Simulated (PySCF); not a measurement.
# C3H7Br: the cost of one run

Computed with PySCF 2.14.0 and routines of our own; the level stands in each step. Atoms count from 0.

### Step 1. The system as given

11 atoms, charge 0, multiplicity 1; geometry from: GFN2-xTB.

### Step 2. Relaxing the molecule at PBE0-D3(BJ)/def2-SVP

What the job is given:

```
{"job": {"xc": "PBE0", "basis": "def2-SVP", "d3": "d3bj", "grid": 1, "maxiter": 30, "shake": 0.01, "kind": "geom"}, "charge": 0, "multiplicity": 1}
C     -0.947990     0.586700     0.313960
C     -0.300440    -0.595210    -0.339390
C      1.002390    -0.232660    -1.007160
Br     2.397820     0.322880     0.311450
H     -0.337610     1.024430     1.078080
H     -1.167620     1.391120    -0.432410
H     -1.903910     0.317430     0.759750
H     -0.110290    -1.361780     0.407370
H     -0.949130    -1.002560    -1.090420
H      1.452230    -1.083020    -1.514510
H      0.902670     0.606830    -1.674340
```

Command:

```sh
$ OMP_NUM_THREADS=1 python heavy_run.py task.json out
```

This one command runs all jobs of the session in turn.

Q: Estimate the wall time and peak memory of this first job on 1 thread of Arm Neoverse V1, shared host.

About 20 s, with a peak of 0.45 GiB.
